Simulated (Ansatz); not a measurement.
# Cr2Si6Mo: the cost of one run

Method: DFT PBE, scalar-relativistic, plane waves, PAW, in Ansatz 0.2.0.

1 further run of the same task is left out (set aside as unsound or not needed).

### 1 The starting structure

The structure is orthorhombic, space group Fmmm (No. 69). Conventional cell: a = 4.436 Å, b = 7.665 Å, c = 13.280 Å, α = 90.00°, β = 90.00°, γ = 90.00°. Around Cr (site symmetry mm2) lie 10 Si at 2.51 to 2.58 Å. Around Si (site symmetry m) lie 4 Cr at 2.51 to 2.58 Å and 5 Si at 2.51 to 2.61 Å and 1 Mo at 2.58 Å. Si (site symmetry m2m) has 5 Si at 2.50 to 2.61 Å and 3 Mo at 2.55 to 2.58 Å and 2 Cr at 2.55 Å as nearest neighbours. Mo (site symmetry mmm) is surrounded by 10 Si at 2.55 to 2.58 Å.

Coordinates:

```
Cr Si Mo
1.0
     0.00000    3.83263    6.64016
     2.21780    0.00000    6.64016
     2.21780    3.83263    0.00000
Cr Si Mo
2 6 1
Direct
  0.66742 0.66742 0.33258
  0.33258 0.33258 0.66742
  0.33328 0.00549 0.99451
  0.66338 0.33662 0.66338
  0.99451 0.66672 0.33328
  0.00549 0.33328 0.66672
  0.33662 0.66338 0.33662
  0.66672 0.99451 0.00549
  0.00000 0.00000 0.00000
```

It is the end of an earlier relaxation with the same method, from a generated guess; it needn't be the stable form of this composition. At a tolerance of 0.05 Å it has space group Fmmm (No. 69); it has 12.54 Å³/atom, an uncorrected energy of -0.39 eV/atom over the elements.

### 2 Static run: bands, density of states and charges

input.yaml

```yaml
crystal:
  lattice:
    - [0.0, 3.8326261781, 6.6401570743]
    - [2.2177997777, 0.0, 6.6401570743]
    - [2.2177997777, 3.8326261781, 0.0]
  atoms:
    - { symbol: Cr, position: [0.6674176764, 0.6674176764, 0.3325823236] }
    - { symbol: Cr, position: [0.3325823236, 0.3325823236, 0.6674176764] }
    - { symbol: Si, position: [0.3332845762, 0.0054939624, 0.9945060376] }
    - { symbol: Si, position: [0.6633828298, 0.3366171702, 0.6633828298] }
    - { symbol: Si, position: [0.9945060376, 0.6667154238, 0.3332845762] }
    - { symbol: Si, position: [0.0054939624, 0.3332845762, 0.6667154238] }
    - { symbol: Si, position: [0.3366171702, 0.6633828298, 0.3366171702] }
    - { symbol: Si, position: [0.6667154238, 0.9945060376, 0.0054939624] }
    - { symbol: Mo, position: [0.0, 0.0, 0.0] }
basis:
  ecutwfc: 420
kpoints:
  mp_grid: { grid: [10, 10, 10] }
  band_path:
    path:
      - [[0.0, 0.0, 0.0], [0.5, 0.0, 0.5], [1.0, 0.5, 0.5], [0.5, 0.5, 0.0], [0.0, 0.0, 0.0], [0.0, 0.36160146, 0.36160146]]
      - [[1.0, 0.63839854, 0.63839854], [1.0, 0.5, 0.5]]
      - [[0.5, 0.0, 0.5], [0.5, 0.1941759, 0.6941759]]
      - [[0.5, 0.8058241, 0.3058241], [0.5, 0.5, 0.0]]
    npoints: 14
hamiltonian:
  xc: pbe
scf:
  occupations: { method: gaussian, width: 0.1 }
  n_extra_bands: 22
output:
  forces: true
  stress: true
  eigenvalues: true
  populations: true
  dos: { projected: true, de: 0.02, nscf_kmesh: { grid: [12, 12, 12] } }
  bader: true
  write_density: true
  write_potential: true
  elf: true
  volumetric_format: npy
```

Launch:

```console
> ansatz run input.yaml --threads 4 --pin off --max-ram 8192MiB --backend cpu --events-out ev --progress --plain --runs-dir out
```

**Question.** How long does this run take on 4 threads of Intel Xeon at 2.70GHz, shared host, and how much memory does it need?

About 69 s, with a peak of 1.4 GiB.
